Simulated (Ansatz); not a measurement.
**CH5BSSi: one species, many methods**

Aim: compute CH5BSSi with functionals from several rungs and with coupled cluster. The yardstick is the atomisation energy at the CCSD(T) limit.

Method: functionals in def2-TZVPP, the program's frozen cores in correlated methods; program: Ansatz 0.2.0, Gaussian basis.

The runs, in order: LDA (SPW92), PBE-D4, revPBE-D4, BLYP-D4, r2SCAN-D4, B97M-V, PBE0-D4, B3LYP-D4, r2SCANh-D4, r2SCAN0-D4, HSE06-D4, BHLYP-D4, CAM-B3LYP-D4, LC-ωPBE, ωB97X-V, ωB97M-V, B2PLYP, PBE-QIDH; CCSD(T)/def2-SVP; CCSD(T)/def2-TZVPP; MP2/def2-QZVPP; extrapolation to the limit; RPA on PBE.

### Step 1. Structure used throughout

The geometry comes from an earlier relaxation with PBE0-D4 in a triple-zeta def2 set; it is a stationary point, not always the lowest conformer.

9 atoms, charge 0, spin multiplicity 1.

Atoms are counted from 1 here; the program's logs count them from 0.

Bond lengths: S1–C2 1.802 Å, S1–B3 1.980 Å, S1–H5 1.353 Å, C2–B3 1.582 Å, C2–Si4 1.874 Å, C2–H6 1.083 Å, B3–Si4 1.942 Å, B3–H7 1.188 Å, Si4–H8 1.487 Å, Si4–H9 1.482 Å. Angles: C2–S1–B3 49.2°, C2–S1–H5 99.4°, B3–S1–H5 94.3°, S1–C2–B3 71.3°, S1–C2–Si4 100.4°, S1–C2–H6 117.5°, B3–C2–Si4 67.8°, B3–C2–H6 138.7°, Si4–C2–H6 138.3°, S1–B3–C2 59.6°, S1–B3–Si4 92.1°, S1–B3–H7 118.5°, C2–B3–Si4 63.3°, C2–B3–H7 135.9°, Si4–B3–H7 148.9°, C2–Si4–B3 48.9°, C2–Si4–H8 118.3°, C2–Si4–H9 110.6° and more.

### Step 2. LDA

This LDA is Slater exchange with PW92 correlation.

The input, in.yaml:

```yaml
crystal:
  periodic: [false, false, false]
  atoms:
    - {symbol: S, position_ang: [-0.744102, 0.419598, -1.434633]}
    - {symbol: C, position_ang: [-0.256478, 0.670709, 0.282169]}
    - {symbol: B, position_ang: [0.880330, -0.146161, -0.453793]}
    - {symbol: Si, position_ang: [-0.166188, -1.106390, 0.871088]}
    - {symbol: H, position_ang: [-0.154467, 1.502515, -1.991354]}
    - {symbol: H, position_ang: [-0.406235, 1.656434, 0.704912]}
    - {symbol: H, position_ang: [1.942543, 0.104762, -0.924005]}
    - {symbol: H, position_ang: [-1.354732, -1.976807, 0.669443]}
    - {symbol: H, position_ang: [0.347930, -1.170758, 2.259073]}
basis:
  gaussian: {orbitals: def2-TZVPP}
hamiltonian: {xc: lda}
output: {orbitals: {seedname: orbitals}}
```

The run is started by

```sh
$ ansatz run in.yaml --threads 2 --pin off --events-out ev --progress --plain --max-ram 4352MiB
```

After this run come: PBE-D4 (GGA); revPBE-D4 (GGA); BLYP-D4 (GGA); r2SCAN-D4 (meta-GGA); B97M-V (meta-GGA); B3LYP-D4 (hybrid); r2SCANh-D4 (hybrid); r2SCAN0-D4 (hybrid); HSE06-D4 (hybrid); BHLYP-D4 (hybrid); CAM-B3LYP-D4 (range-separated); LC-ωPBE (range-separated); ωB97X-V (range-separated); ωB97M-V (range-separated); B2PLYP (double hybrid); PBE-QIDH (double hybrid); CCSD(T) in def2-SVP; CCSD(T) in def2-TZVPP; MP2 in def2-QZVPP; RPA on PBE orbitals.

Q: Predict the results of all the runs planned. Wanted: atomisation energy, CCSD(T)/CBS; farthest beyond LDA; mean size of error, GGA; mean size of error, meta-GGA; mean size of error, hybrid; mean size of error, range-separated; mean size of error, double hybrid; gap, smallest and largest; T1 diagnostic.

The runs gave:

| quantity | value |
| --- | --- |
| atomisation energy, CCSD(T)/CBS | 2948.7 kJ/mol |
| functionals within 14.7 kJ/mol (0.5 %) | revPBE-D4, B3LYP-D4, r2SCAN0-D4, CAM-B3LYP-D4, LC-ωPBE, PBE-QIDH |
| farthest beyond LDA | PBE-D4 (+78.2 kJ/mol) |
| mean size of error, GGA | 37.0 kJ/mol |
| mean size of error, meta-GGA | 50.4 kJ/mol |
| mean size of error, hybrid | 32.4 kJ/mol |
| mean size of error, range-separated | 15.6 kJ/mol |
| mean size of error, double hybrid | 25.1 kJ/mol |
| gap, smallest and largest | 4.29 eV (LDA (SPW92)), 11.15 eV (LC-ωPBE) |
| T1 diagnostic | 0.0132 |
| triples share of the correlation energy | 4.8 % |

What this shows: The LDA atomisation energy is off by 461.1 kJ/mol (16 %): it overbinds. PBE-D4 is off by +78.2 kJ/mol. Double hybrids carry the basis error of their MP2 part in triple zeta, and no dispersion term here, so their miss is partly the set-up's. Taken by rung, range-separated functionals do best (15.6 kJ/mol on average) and meta-GGA ones worst beyond LDA (50.4 kJ/mol). Misses under about 14.7 kJ/mol are within the doubt on the reference itself, which lacks core-valence correlation, relativity and higher excitations. Hartree-Fock recovers 72 % of the binding; the rest is correlation. CCSD(T) in def2-SVP is off by -183.7 kJ/mol, worse than the median functional, from the basis alone. The gap grows from 4.3 to 11.1 eV across the functionals, mostly with the share of exact exchange.
